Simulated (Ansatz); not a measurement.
# F (fcc type): how the settings move a single-point run

How sensitive is a single-point run of F (fcc type) to its settings? A reference run comes first, then two runs with altered input.

Method: reference: DFT, PBEsol, all-electron PAW with datasets made for the crystal, scalar-relativistic, in Ansatz 0.2.0.

### Step 1. The structure to begin with

The structure is cubic, space group Fm-3m (No. 225). Conventional cell: a = 3.238 Å, b = 3.238 Å, c = 3.238 Å, α = 90.00°, β = 90.00°, γ = 90.00°. Around F (site symmetry m-3m) lie 12 F at 2.29 Å.

Coordinates:

```xyz
1
Lattice="0.0000 1.6192 1.6192 1.6192 0.0000 1.6192 1.6192 1.6192 0.0000" Properties=species:S:1:pos:R:3 pbc="T T T"
F     0.0000    0.0000    0.0000
```

### Step 2. Baseline

input.yaml

```yaml
crystal:
  lattice:
    - [0.0, 1.6191723469, 1.6191723469]
    - [1.6191723469, 0.0, 1.6191723469]
    - [1.6191723469, 1.6191723469, 0.0]
  atoms:
    - { symbol: F, position: [0.0, 0.0, 0.0] }
kpoints:
  mp_grid: { grid: [19, 19, 19] }
scf:
  occupations: { method: fermi_dirac, width: 0.08 }
hamiltonian:
  xc: pbesol
  pseudopotentials: { kind: all_electron, datasets: crystal }
output:
  forces: true
  stress: true
  eigenvalues: true
```

Launch:

```sh
$ ansatz run input.yaml --threads 1 --pin off --max-ram 2048MiB --backend cpu --events-out ev --progress --plain --runs-dir out
```

### Step 3. Changed: mp_grid.grid [10, 10, 10], xc lda

Edit input.yaml of step 2 so:

```diff
@@ -8,3 +8,3 @@
 kpoints:
-  mp_grid: { grid: [19, 19, 19] }
+  mp_grid: { grid: [10, 10, 10] }
 scf:
@@ -12,3 +12,3 @@
 hamiltonian:
-  xc: pbesol
+  xc: lda
   pseudopotentials: { kind: all_electron, datasets: crystal }
```

### Step 4. Variant: occupations.method tetrahedron, accuracy medium, width left out

Edit input.yaml of step 2 so:

```diff
@@ -10,3 +10,3 @@
 scf:
-  occupations: { method: fermi_dirac, width: 0.08 }
+  occupations: { method: tetrahedron }
 hamiltonian:
@@ -18 +18,2 @@
   eigenvalues: true
+accuracy: medium
```

Q: Predict the outcome of this session. Wanted: for each run, ending; energy change; pressure; gap; force.

As calculated:

| run | ending | energy change | pressure (GPa) | gap (eV) | force (eV/Å) | cycles | time |
| --- | --- | --- | --- | --- | --- | --- | --- |
| reference | converged | 0 | 7.2 | 0.00 | 0.00 | 6 | 4 s |
| 1: mp_grid.grid [10, 10, 10], xc lda | converged | not comparable | -0.8 | 0.00 | 0.00 | 6 | 1.3 s |
| 2: occupations.method tetrahedron, accuracy medium, width left out | converged | +0.5 meV/atom (σ→0) | 6.5 | 0.00 | 0.00 | 6 | 4.5 s |

Residual by cycle in the longest SCF loop of each run; runs are numbered as in the table. The quantity is the density residual dr2, in eV.

| cycle | reference | run 1 | run 2 |
| --- | --- | --- | --- |
| 1 | 0.0012 | 0.00741 | 0.00139 |
| 2 | 4.0e-5 | 1.3e-4 | 3.8e-5 |
| 3 | 6.5e-5 | 1.0e-4 | 6.4e-5 |
| 4 | 7.1e-7 | 3.3e-6 | 7.2e-7 |
| 5 | 1.1e-7 | 4.6e-7 | 1.1e-7 |
| 6 | 2.1e-10 | 6.6e-10 | 2.2e-10 |

**Reading.** «occupations.method tetrahedron, accuracy medium, width left out» moves the energy by +0.5 meV/atom. Of the variants the dearest is «occupations.method tetrahedron, accuracy medium, width left out» (4.5 s), the cheapest «mp_grid.grid [10, 10, 10], xc lda» (1.3 s), on a shared host.
